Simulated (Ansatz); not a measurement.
# B2Cl2H4: the cost of one run

Method: RKS PBE0-D4/STO-3G, in Ansatz 0.2.0.

## Step 1: The structure to begin with

Bond lengths: B1–Cl2 1.891 Å, Cl2–B3 1.892 Å, B1–Cl4 1.891 Å, B3–Cl4 1.892 Å, B1–H5 1.178 Å, B1–H6 1.178 Å, B3–H7 1.178 Å, B3–H8 1.178 Å. Angles: B1–Cl2–B3 86.0°, Cl2–B1–Cl4 94.0°, Cl2–B1–H5 110.7°, Cl2–B1–H6 110.7°, Cl4–B1–H5 110.8°, Cl4–B1–H6 110.7°, H5–B1–H6 117.4°, Cl2–B3–Cl4 94.0°, Cl2–B3–H7 110.7°, Cl2–B3–H8 110.7°, Cl4–B3–H7 110.7°, Cl4–B3–H8 110.8°, H7–B3–H8 117.6°, B1–Cl4–B3 86.0°.

Coordinates:

```xyz
8

B    -0.3507    1.1588   -0.4438
Cl   -1.1218   -0.0302    0.8083
B     0.3512   -1.1597    0.4436
Cl    1.1145    0.0239   -0.8197
H    -1.0431    1.2749   -1.3898
H     0.0123    2.1457    0.0870
H     1.0435   -1.2595    1.3919
H    -0.0059   -2.1539   -0.0775
```

## Step 2: Relaxing the start

Contents of input.yaml:

```yaml
crystal:
  periodic: [false, false, false]
  atoms:
    - { symbol: B, position_ang: [-0.35067, 1.15884, -0.44378] }
    - { symbol: Cl, position_ang: [-1.1218, -0.03022, 0.80825] }
    - { symbol: B, position_ang: [0.35122, -1.15967, 0.44361] }
    - { symbol: Cl, position_ang: [1.11449, 0.02394, -0.81969] }
    - { symbol: H, position_ang: [-1.0431, 1.27487, -1.38984] }
    - { symbol: H, position_ang: [0.0123, 2.14566, 0.08703] }
    - { symbol: H, position_ang: [1.04349, -1.25954, 1.39187] }
    - { symbol: H, position_ang: [-0.00593, -2.15388, -0.07746] }
basis:
  gaussian: { orbitals: STO-3G }
hamiltonian:
  xc: pbe0
  dispersion: d4
relax:
  f_tol: 0.02
  max_steps: 40
scf:
  lower_state_search: "off"
```

Launch:

```console
> ansatz run input.yaml --threads 1 --pin off --max-ram 2048MiB --backend cpu --events-out ev --progress --plain --runs-dir out
```

What time and memory should one allow on 1 thread of an x86-64 CPU, shared host?

About 3.2 s, with a peak of 0.11 GiB.
